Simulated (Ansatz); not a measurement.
Wanted: the native input for an Ansatz 0.2.0 run.

- Task: relaxation of cell and atoms
- Functional: PBEsol
- Potentials or basis: Ansatz PAW earlier set
- Cutoff: 930 eV (not typed: the program's choice for these potentials)
- k mesh: 9 × 9 × 7
- Occupations: fermi-dirac, width 0.05 eV
- Spin: no spin polarisation

The system is AlO2.

```
Al O
1.0
     1.48816   -5.40283    0.00000
     1.48816    5.40283    0.00000
     0.00000    0.00000    3.64661
Al O
2 4
Cartesian
  1.4882 -1.8168 2.7350
  1.4882 1.8168 0.9117
  1.4882 4.7429 2.7350
  1.4882 -4.7429 0.9117
  1.4882 2.2240 2.7350
  1.4882 -2.2240 0.9117
```

The cell comes from a database or a generator and needn't be the stable form of this composition.

The input as run:

input.yaml

```yaml
crystal:
  lattice:
    - [1.488162, -5.402833, 0.0]
    - [1.488162, 5.402833, 0.0]
    - [0.0, 0.0, 3.646612]
  atoms:
    - { symbol: Al, position: [0.668133, 0.331867, 0.75] }
    - { symbol: Al, position: [0.331867, 0.668133, 0.25] }
    - { symbol: O, position: [0.061072, 0.938928, 0.75] }
    - { symbol: O, position: [0.938928, 0.061072, 0.25] }
    - { symbol: O, position: [0.294184, 0.705816, 0.75] }
    - { symbol: O, position: [0.705816, 0.294184, 0.25] }
hamiltonian:
  xc: pbesol
  pseudopotentials: { kind: paw, source: ansatz }
kpoints:
  mp_grid: { grid: [9, 9, 7] }
scf:
  occupations: { method: fermi_dirac, width: 0.05 }
output:
  forces: true
  stress: true
  eigenvalues: true
relax:
  f_tol: 0.01
  max_steps: 40
  cell: { stress_tol: 0.05 }
```

Potentials or basis: Ansatz PAW earlier set.

The run is started by

```sh
$ ansatz run input.yaml --threads 2 --pin off --max-ram 5632MiB --backend cpu --events-out ev --progress --plain --runs-dir out
```

It gave:

| Item | Value |
| --- | --- |
| Relaxed volume | 8.59 Å³/atom |
| Relaxed cell | a = 5.135 Å, b = 5.135 Å, c = 3.592 Å, α = 90.00°, β = 90.00°, γ = 147.04° |
| Space group after relaxing (to 0.05 Å) | Cmcm (No. 63) |
| Energy gained by relaxing | 153.2 meV/atom |
| Ionic steps | 10 |
| Pressure after relaxing | 0.0 GPa |
| Band gap on the k mesh | 0.98 eV, indirect (least direct gap 1.05 eV) |

Caveat: odd divisions of the mesh miss points on the zone boundary, where band edges often lie, so the gap on the mesh can be too wide; the plane-wave basis is chosen anew once the cell has moved, so the energies of steps on either side of that aren't comparable; the PAW data sets come from PBE, with cores solved anew for the run's functional, which leaves a small shift of forces and pressure.

Wall time 120 s on 2 threads of Arm Neoverse V2 (shared host), peak memory 0.77 GiB.
